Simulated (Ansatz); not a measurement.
# AlSi16: the cost of one run

All numbers below are computed with Ansatz 0.2.0 (DFT PBEsol, plane waves, PAW, scalar-relativistic, collinear spin).

### 1 The system as given

The cell holds 17 atoms (AlSi16): a = 7.679 Å, b = 7.679 Å, c = 7.679 Å, α = 60.00°, β = 60.00°, γ = 60.00°.

Structure file:

```cif
data_structure
_symmetry_space_group_name_H-M 'P 1'
_symmetry_Int_Tables_number 1
_cell_length_a 7.6792
_cell_length_b 7.6792
_cell_length_c 7.6792
_cell_angle_alpha 60.000
_cell_angle_beta 60.000
_cell_angle_gamma 60.000
_cell_volume 320.21
loop_
_atom_site_label
_atom_site_type_symbol
_atom_site_fract_x
_atom_site_fract_y
_atom_site_fract_z
_atom_site_occupancy
Si1 Si 0.00000 0.00000 0.00000 1
Si2 Si 0.12500 0.12500 0.12500 1
Si3 Si 0.00000 0.00000 0.50000 1
Si4 Si 0.12500 0.12500 0.62500 1
Si5 Si 0.00000 0.50000 0.00000 1
Si6 Si 0.12500 0.62500 0.12500 1
Si7 Si 0.00000 0.50000 0.50000 1
Si8 Si 0.12500 0.62500 0.62500 1
Si9 Si 0.50000 0.00000 0.00000 1
Si10 Si 0.62500 0.12500 0.12500 1
Si11 Si 0.50000 0.00000 0.50000 1
Si12 Si 0.62500 0.12500 0.62500 1
Si13 Si 0.50000 0.50000 0.00000 1
Si14 Si 0.62500 0.62500 0.12500 1
Si15 Si 0.50000 0.50000 0.50000 1
Si16 Si 0.62500 0.62500 0.62500 1
Al1 Al 0.24660 0.24883 0.75788 1
```

### 2 Preparing the start

input.yaml

```yaml
accuracy: low
crystal:
  lattice:
    - [0.0, 5.43, 5.43]
    - [5.43, 0.0, 5.43]
    - [5.43, 5.43, 0.0]
  atoms:
    - { symbol: Si, position: [0.0, 0.0, 0.0] }
    - { symbol: Si, position: [0.125, 0.125, 0.125] }
    - { symbol: Si, position: [0.0, 0.0, 0.5] }
    - { symbol: Si, position: [0.125, 0.125, 0.625] }
    - { symbol: Si, position: [0.0, 0.5, 0.0] }
    - { symbol: Si, position: [0.125, 0.625, 0.125] }
    - { symbol: Si, position: [0.0, 0.5, 0.5] }
    - { symbol: Si, position: [0.125, 0.625, 0.625] }
    - { symbol: Si, position: [0.5, 0.0, 0.0] }
    - { symbol: Si, position: [0.625, 0.125, 0.125] }
    - { symbol: Si, position: [0.5, 0.0, 0.5] }
    - { symbol: Si, position: [0.625, 0.125, 0.625] }
    - { symbol: Si, position: [0.5, 0.5, 0.0] }
    - { symbol: Si, position: [0.625, 0.625, 0.125] }
    - { symbol: Si, position: [0.5, 0.5, 0.5] }
    - { symbol: Si, position: [0.625, 0.625, 0.625] }
    - { symbol: Al, position: [0.2465998, 0.2488344, 0.7578762], spin: 1.0 }
magnetization:
  spin_polarized: true
basis:
  ecutwfc: 420.0
kpoints:
  mp_grid: { grid: [2, 2, 2] }
hamiltonian:
  xc: pbesol
  pseudopotentials: { kind: paw, azcp: { folder: soft_1 } }
scf:
  occupations: { method: fermi_dirac, width: 0.02 }
  lower_state_search: "off"
relax:
  f_tol: 0.08
  max_steps: 25
  adjacent_minimum: "off"
output:
  write_density: true
  write_potential: true
  elf: true
  volumetric_format: npy
```

The run is started by

```bash
ansatz run input.yaml --threads 1 --pin off --max-ram 3072MiB --backend cpu --events-out ev --progress --plain --runs-dir out
```

What time and memory should one allow on 1 thread of Arm Neoverse V1, shared host?

About 93 s, with a peak of 0.67 GiB.
